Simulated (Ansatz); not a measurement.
# GeAsH5 (SMILES [GeH3][AsH2]): functionals against CCSD(T) at one geometry

A test off equilibrium: a structure displaced at random from a GFN2-xTB minimum is computed at several levels, and each is set against CCSD(T).

Computed with Ansatz 0.2.0, Gaussian basis. Level: single points in def2-TZVPP.

Correlated methods freeze the cores. Filled d shells of the heavier atoms are correlated.

### 1 Starting geometry

SMILES `[GeH3][AsH2]`, 7 atoms, charge 0, spin multiplicity 1.

Atoms are counted from 1 here; the program's logs count them from 0.

Bond lengths: Ge1–As2 2.371 Å, Ge1–H3 1.507 Å, Ge1–H5 1.401 Å, As2–H6 1.345 Å, As2–H7 1.726 Å. Angles: As2–Ge1–H3 108.7°, As2–Ge1–H5 105.6°, H3–Ge1–H5 113.5°, Ge1–As2–H6 86.1°, Ge1–As2–H7 91.0°, H6–As2–H7 86.5°.

As a file:

```xyz
7

Ge   -0.35790   -0.65800   -0.38090
As    0.71950    1.41350    0.02860
H    -0.36440   -1.45910    0.89580
H    -2.04130   -0.36550   -1.13960
H     0.36740   -1.26270   -1.41560
H     0.01790    1.44770    1.17520
H     1.95990    0.62510    0.93320
```

### 2 CCSD(T)/def2-TZVPP

run/in.yaml

```yaml
crystal:
  periodic: [false, false, false]
  atoms:
    - {symbol: Ge, position_ang: [-0.357900, -0.658000, -0.380900]}
    - {symbol: As, position_ang: [0.719500, 1.413500, 0.028600]}
    - {symbol: H, position_ang: [-0.364400, -1.459100, 0.895800]}
    - {symbol: H, position_ang: [-2.041300, -0.365500, -1.139600]}
    - {symbol: H, position_ang: [0.367400, -1.262700, -1.415600]}
    - {symbol: H, position_ang: [0.017900, 1.447700, 1.175200]}
    - {symbol: H, position_ang: [1.959900, 0.625100, 0.933200]}
basis:
  gaussian: {orbitals: def2-TZVPP}
correlation: {method: ccsd_t}
output: {forces: true}
```

The command line of these runs was not kept.

### 3 PBE0-D4/def2-TZVPP

Changes to run/in.yaml since step 2:

```diff
@@ -12,3 +12,3 @@
   gaussian: {orbitals: def2-TZVPP}
-correlation: {method: ccsd_t}
-output: {forces: true}
+hamiltonian: {xc: pbe0, dispersion: d4}
+output: {forces: true, orbitals: {seedname: orbitals}}
```

### 4 wB97M-V/def2-TZVPP

Changes to run/in.yaml since step 3:

```diff
@@ -12,3 +12,3 @@
   gaussian: {orbitals: def2-TZVPP}
-hamiltonian: {xc: pbe0, dispersion: d4}
-output: {forces: true, orbitals: {seedname: orbitals}}
+hamiltonian: {xc: {name: wB97M-V}}
+output: {forces: true}
```

### 5 r2SCAN-D4/def2-TZVPP

Changes to run/in.yaml since step 4:

```diff
@@ -12,3 +12,3 @@
   gaussian: {orbitals: def2-TZVPP}
-hamiltonian: {xc: {name: wB97M-V}}
+hamiltonian: {xc: r2scan, dispersion: d4}
 output: {forces: true}
```

### 6 PBE-D4/def2-TZVPP

Changes to run/in.yaml since step 5:

```diff
@@ -12,3 +12,3 @@
   gaussian: {orbitals: def2-TZVPP}
-hamiltonian: {xc: r2scan, dispersion: d4}
+hamiltonian: {xc: pbe, dispersion: d4}
 output: {forces: true}
```

### 7 r2SCANh-D4/def2-TZVPP

Changes to run/in.yaml since step 6:

```diff
@@ -12,3 +12,3 @@
   gaussian: {orbitals: def2-TZVPP}
-hamiltonian: {xc: pbe, dispersion: d4}
+hamiltonian: {xc: {name: r2SCANh}, dispersion: d4}
 output: {forces: true}
```

### 8 B97M-V/def2-TZVPP

Changes to run/in.yaml since step 7:

```diff
@@ -12,3 +12,3 @@
   gaussian: {orbitals: def2-TZVPP}
-hamiltonian: {xc: {name: r2SCANh}, dispersion: d4}
+hamiltonian: {xc: {name: B97M-V}}
 output: {forces: true}
```

(Steps that only read results are left out.)

Before running it: what results should come out? Wanted: energy less free atoms, CCSD(T)/def2-TZVPP; RMS force component; RMS force error; HOMO and LUMO, PBE0-D4; T1 diagnostic.

As calculated:

| quantity | value |
| --- | --- |
| energy less free atoms, CCSD(T)/def2-TZVPP | -16.102 eV |
| RMS force component | 1.963 to 2.038 eV/Å over the methods |
| RMS force error | PBE0-D4 0.075, wB97M-V 0.037, r2SCAN-D4 0.044, PBE-D4 0.200, r2SCANh-D4 0.024, B97M-V 0.064 eV/Å |
| HOMO and LUMO, PBE0-D4 | -7.67 and -0.57 eV |
| T1 diagnostic | 0.012 |

**Reading.** Against CCSD(T) the functionals' energies less atoms differ by -0.645 to +0.043 eV, PBE-D4 by -0.133 eV. A larger basis would deepen the CCSD(T) value, while the functionals are nearly converged already, so the order here is not reliable. The forces of r2SCANh-D4 come nearest to CCSD(T), those of PBE-D4 are farthest. Frozen-core CCSD(T) forces in triple zeta carry basis errors of their own, and this is one geometry, so small gaps rank nothing.
